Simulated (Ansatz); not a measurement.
**C2H9GaSi: up Jacob's ladder to CCSD(T)**

How much do the methods differ for C2H9GaSi? The plan is to run it at one geometry with functionals of several rungs and with coupled cluster. The yardstick is the atomisation energy at the CCSD(T) limit.

The runs use Ansatz 0.2.0, Gaussian basis; functionals in def2-TZVPP, the program's frozen cores in correlated methods.

Plan: LDA (SPW92), PBE-D4, revPBE-D4, BLYP-D4, r2SCAN-D4, B97M-V, PBE0-D4, B3LYP-D4, r2SCANh-D4, r2SCAN0-D4, HSE06-D4, BHLYP-D4, CAM-B3LYP-D4, LC-ωPBE, ωB97X-V, ωB97M-V, B2PLYP, PBE-QIDH; CCSD(T)/def2-SVP; CCSD(T)/def2-TZVPP; MP2/def2-QZVPP; extrapolation to the limit; RPA on PBE.

### 1 Structure used throughout

The geometry comes from an earlier relaxation with PBE0-D4 in a triple-zeta def2 set; it is a stationary point, not always the lowest conformer.

SMILES `[CH3][Ga]([CH3])[SiH3]`, 13 atoms, charge 0, spin multiplicity 1.

Atoms are counted from 1 here; the program's logs count them from 0.

Bond lengths: C1–Ga2 1.975 Å, C1–H5 1.093 Å, C1–H6 1.094 Å, C1–H7 1.091 Å, Ga2–C3 1.975 Å, Ga2–Si4 2.426 Å, C3–H8 1.096 Å, C3–H9 1.092 Å, C3–H10 1.092 Å, Si4–H11 1.491 Å, Si4–H12 1.494 Å, Si4–H13 1.491 Å. Angles: Ga2–C1–H5 110.5°, Ga2–C1–H6 109.8°, Ga2–C1–H7 112.5°, H5–C1–H6 106.7°, H5–C1–H7 108.9°, H6–C1–H7 108.4°, C1–Ga2–C3 120.6°, C1–Ga2–Si4 119.3°, C3–Ga2–Si4 120.1°, Ga2–C3–H8 108.8°, Ga2–C3–H9 112.0°, Ga2–C3–H10 111.9°, H8–C3–H9 107.1°, H8–C3–H10 107.6°, H9–C3–H10 109.2°, Ga2–Si4–H11 112.9°, Ga2–Si4–H12 109.9°, Ga2–Si4–H13 112.9° and more.

### 2 LDA

This LDA is Slater exchange with PW92 correlation.

Contents of in.yaml:

```yaml
crystal:
  periodic: [false, false, false]
  atoms:
    - {symbol: C, position_ang: [0.101813, 1.661550, -1.222495]}
    - {symbol: Ga, position_ang: [0.148301, 0.121785, 0.013449]}
    - {symbol: C, position_ang: [1.357902, 0.122179, 1.574120]}
    - {symbol: Si, position_ang: [-1.363495, -1.740356, -0.352137]}
    - {symbol: H, position_ang: [0.215021, 1.326006, -2.256836]}
    - {symbol: H, position_ang: [-0.871177, 2.158459, -1.158409]}
    - {symbol: H, position_ang: [0.878584, 2.395802, -1.002861]}
    - {symbol: H, position_ang: [0.804221, 0.479628, 2.449355]}
    - {symbol: H, position_ang: [1.720658, -0.879877, 1.810362]}
    - {symbol: H, position_ang: [2.210480, 0.788349, 1.427907]}
    - {symbol: H, position_ang: [-1.696235, -1.943536, -1.791699]}
    - {symbol: H, position_ang: [-2.655393, -1.492453, 0.355915]}
    - {symbol: H, position_ang: [-0.830085, -3.032337, 0.168029]}
basis:
  gaussian: {orbitals: def2-TZVPP}
hamiltonian: {xc: lda}
output: {orbitals: {seedname: orbitals}}
```

Launch:

```sh
$ ansatz run in.yaml --threads 4 --pin off --events-out ev --progress --plain --max-ram 10444MiB
```

The runs that follow: PBE-D4 (GGA); revPBE-D4 (GGA); BLYP-D4 (GGA); r2SCAN-D4 (meta-GGA); B97M-V (meta-GGA); B3LYP-D4 (hybrid); r2SCANh-D4 (hybrid); r2SCAN0-D4 (hybrid); HSE06-D4 (hybrid); BHLYP-D4 (hybrid); CAM-B3LYP-D4 (range-separated); LC-ωPBE (range-separated); ωB97X-V (range-separated); ωB97M-V (range-separated); B2PLYP (double hybrid); PBE-QIDH (double hybrid); CCSD(T) in def2-SVP; CCSD(T) in def2-TZVPP; MP2 in def2-QZVPP; RPA on PBE orbitals.

Q: Predict the results of all the runs planned. Wanted: atomisation energy, CCSD(T)/CBS; farthest beyond LDA; mean size of error, GGA; mean size of error, meta-GGA; mean size of error, hybrid; mean size of error, range-separated; mean size of error, double hybrid; gap, smallest and largest; T1 diagnostic.

As calculated:

| quantity | value |
| --- | --- |
| atomisation energy, CCSD(T)/CBS | 4275.2 kJ/mol |
| functionals within 42.8 kJ/mol (1.0 %) | PBE-D4, r2SCAN-D4, B97M-V, PBE0-D4, B3LYP-D4, r2SCANh-D4, r2SCAN0-D4, HSE06-D4, CAM-B3LYP-D4, LC-ωPBE, ωB97X-V, ωB97M-V, PBE-QIDH |
| farthest beyond LDA | revPBE-D4 (-80.0 kJ/mol) |
| mean size of error, GGA | 50.9 kJ/mol |
| mean size of error, meta-GGA | 1.2 kJ/mol |
| mean size of error, hybrid | 31.2 kJ/mol |
| mean size of error, range-separated | 13.3 kJ/mol |
| mean size of error, double hybrid | 46.3 kJ/mol |
| gap, smallest and largest | 3.71 eV (LDA (SPW92)), 10.31 eV (LC-ωPBE) |
| T1 diagnostic | 0.0117 |
| triples share of the correlation energy | 3.7 % |

**Reading.** LDA overbinds by 472.7 kJ/mol (11 %). PBE-D4 is off by -5.4 kJ/mol. Double hybrids carry the basis error of their MP2 part in triple zeta, and no dispersion term here, so their miss is partly the set-up's. The rungs meta-GGA, range-separated, hybrid miss on average by less than the doubt on the reference (42.8 kJ/mol), so they tie. Misses under about 42.8 kJ/mol are within the doubt on the reference itself, which lacks core-valence correlation, relativity and higher excitations, and its outer-core shells are covered unevenly. Hartree-Fock recovers 76 % of the binding; the rest is correlation. CCSD(T) in def2-SVP is off by -217.8 kJ/mol, so the small basis spoils what the method gains. The gap grows from 3.7 to 10.3 eV across the functionals, mostly with the share of exact exchange. Correlated methods include outer-core shells of Ga, which these sets cover unevenly.
